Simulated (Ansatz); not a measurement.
# Zr2Ir: the cost of one run

Computed with Ansatz 0.2.0 (DFT LDA, scalar-relativistic, plane waves, PAW, unless a step's input says otherwise).

1 further run of the same task is left out (set aside as unsound or not needed).

## (1) The structure to begin with

The structure is tetragonal, space group I4/mcm (No. 140). The conventional cell has a = 6.414 Å, b = 6.414 Å, c = 5.597 Å, α = 90.00°, β = 90.00°, γ = 90.00°. Zr (site symmetry m2m) has 4 Ir at 2.77 Å and 3 Zr at 3.04 to 3.17 Å as nearest neighbours. Ir (site symmetry 422) is surrounded by 8 Zr at 2.77 Å and 2 Ir at 2.80 Å.

Structure file:

```cif
data_structure
_symmetry_space_group_name_H-M 'P 1'
_symmetry_Int_Tables_number 1
_cell_length_a 5.3292
_cell_length_b 5.3292
_cell_length_c 5.3292
_cell_angle_alpha 106.007
_cell_angle_beta 106.007
_cell_angle_gamma 116.646
_cell_volume 115.13
loop_
_atom_site_label
_atom_site_type_symbol
_atom_site_fract_x
_atom_site_fract_y
_atom_site_fract_z
_atom_site_occupancy
Zr1 Zr 0.66774 0.16774 0.83549 1
Zr2 Zr 0.33226 0.83226 0.16451 1
Zr3 Zr 0.83226 0.66774 0.50000 1
Zr4 Zr 0.16774 0.33226 0.50000 1
Ir1 Ir 0.75000 0.75000 0.00000 1
Ir2 Ir 0.25000 0.25000 0.00000 1
```

It goes back to an entry of the Materials Project, which need not be the stable form.

It is the result of an earlier relaxation at this level (volume 19.19 Å³/atom; gap on the mesh: none (metal)).

## (2) Tight relaxation for the response runs, with the smearing for a metal

Response runs need a geometry at rest under their own mesh and occupations; hence this stricter relaxation.

Contents of input.yaml:

```yaml
crystal:
  lattice:
    - [-3.2069413628, 3.2069413628, 2.7985429123]
    - [3.2069413628, -3.2069413628, 2.7985429123]
    - [3.2069413628, 3.2069413628, -2.7985429123]
  atoms:
    - { symbol: Zr, position: [0.6677427086, 0.1677427086, 0.8354854172] }
    - { symbol: Zr, position: [0.3322572914, 0.8322572914, 0.1645145828] }
    - { symbol: Zr, position: [0.8322572914, 0.6677427086, 0.5] }
    - { symbol: Zr, position: [0.1677427086, 0.3322572914, 0.5] }
    - { symbol: Ir, position: [0.75, 0.75, 0.0] }
    - { symbol: Ir, position: [0.25, 0.25, 0.0] }
basis:
  ecutwfc: 420
kpoints:
  mp_grid: { grid: [8, 8, 8] }
hamiltonian:
  xc: lda
scf:
  occupations: { method: fermi_dirac, width: 0.15 }
output:
  forces: true
  stress: true
  eigenvalues: true
relax:
  adjacent_minimum: "off"
  f_tol: 0.001
  max_steps: 60
  cell: { stress_tol: 0.01 }
```

Launch:

```console
> ansatz run input.yaml --threads 2 --pin off --max-ram 5120MiB --backend cpu --events-out ev --progress --plain --runs-dir out
```

What time and memory should one allow on 2 threads of Intel Xeon at 2.50GHz (Skylake/Cascade Lake), shared host?

About 1.8 min, with a peak of 0.6 GiB.
